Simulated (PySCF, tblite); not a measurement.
# C₅H₉BFN: geometry, infrared bands and NMR shifts

What infrared bands and NMR shifts should C₅H₉BFN (`CNBCC#CCF`) show?

Programs: tblite 0.8.0 and PySCF 2.14.0, with density-fitted response routines of our own. Each step states its level of theory. These are calculated values for one molecule in the gas phase, unless marked as measured. Atoms are numbered from 0 throughout.

**1. The starting structure**

17 atoms, charge 0, multiplicity 1; geometry from: force field or distance geometry start.

Bonds of the start (Å): C0–N1 1.45, N1–B2 1.48, B2–C3 1.60, C3–C4 1.49, C4–C5 1.21, C5–C6 1.47, C6–F7 1.39, C0–H8 1.12, C0–H9 1.09, C0–H10 1.12, N1–H11 1.05, B2–H12 1.17, C3–H13 1.12, C3–H14 1.11, C6–H15 1.11, C6–H16 1.11.

**2. Optimising the geometry with GFN2-xTB**

What the job is given:

```
{"job": {"kind": "relax", "xc": "GFN2-xTB", "basis": "xTB"}, "charge": 0, "multiplicity": 1}
C      2.888400     0.120000     0.918800
N      1.480500    -0.077000     0.626000
B      1.160400    -0.169600    -0.811500
C      0.145300     0.931300    -1.385300
C     -1.147500     0.681100    -0.686500
C     -2.211100     0.476700    -0.157800
C     -3.497400     0.247400     0.508800
F     -4.398200     1.229300     0.124800
H      2.939400     0.847400     1.769100
H      3.351600     0.600500     0.060900
H      3.403300    -0.815600     1.261000
H      1.033800    -0.809200     1.233900
H      1.584000    -0.927300    -1.593600
H      0.020500     0.771700    -2.487600
H      0.517000     1.946400    -1.155500
H     -3.345800     0.321400     1.601800
H     -3.931200    -0.713100     0.162700
```

Run with:

```sh
$ OMP_NUM_THREADS=1 python probes_run.py task.json out
```

One launch serves the whole session: the jobs run in the order shown.

**Question.** This job is followed by: GFN2-xTB harmonic vibrations, gas phase; GIAO PBE0/pcSseg-1 NMR shielding, non-relativistic, gas phase. Predict these results of the whole session: strongest single infrared mode (GFN2-xTB); zero-point energy (GFN2-xTB); 13C shifts against TMS (PBE0/pcSseg-1); 1H shifts against TMS (PBE0/pcSseg-1, means over atoms taken as alike); 15N shifts against NH3 (PBE0/pcSseg-1); 11B shifts against BF3·OEt2 (PBE0/pcSseg-1); 19F shifts against CFCl3 (PBE0/pcSseg-1); surface potential, 1st and 99th percentile.

As calculated:

| quantity | value |
| --- | --- |
| strongest single infrared mode (GFN2-xTB) | 2619 cm⁻¹, 181 km/mol |
| zero-point energy (GFN2-xTB) | 83.0 kcal/mol |
| 13C shifts against TMS (PBE0/pcSseg-1) | 99.8, 81.8, 74.0, 37.8, 11.6 ppm |
| 1H shifts against TMS (PBE0/pcSseg-1, means over atoms taken as alike) | 5.35, 4.95, 4.83, 3.22, 1.97 ppm |
| 15N shifts against NH3 (PBE0/pcSseg-1) | 132.9 ppm |
| 11B shifts against BF3·OEt2 (PBE0/pcSseg-1) | 35.8 ppm |
| 19F shifts against CFCl3 (PBE0/pcSseg-1) | -241.6 ppm |
| surface potential, 1st and 99th percentile | -1.27 V and 1.29 V |

**Reading.** The optimisation took 116 steps and gained 1.540 eV; among the close pairs (by a distance rule), N1–B2 changed most, from 1.476 to 1.374 Å. The lowest mode is slightly imaginary (4i cm⁻¹), a soft motion within the noise of the Hessian, so the minimum is not strictly shown. The strongest single mode, at 2619 cm⁻¹, moves mainly H12. Unscaled tight-binding wavenumbers are off by several per cent, some by more. Its intensities can rank the bands wrongly. H15, H16 (mean) (hydrogen on a propargylic sp3 CH2 bonded to F) lies farthest downfield among hydrogen, at 5.35 ppm; its carbon carries F, hence the downfield position.
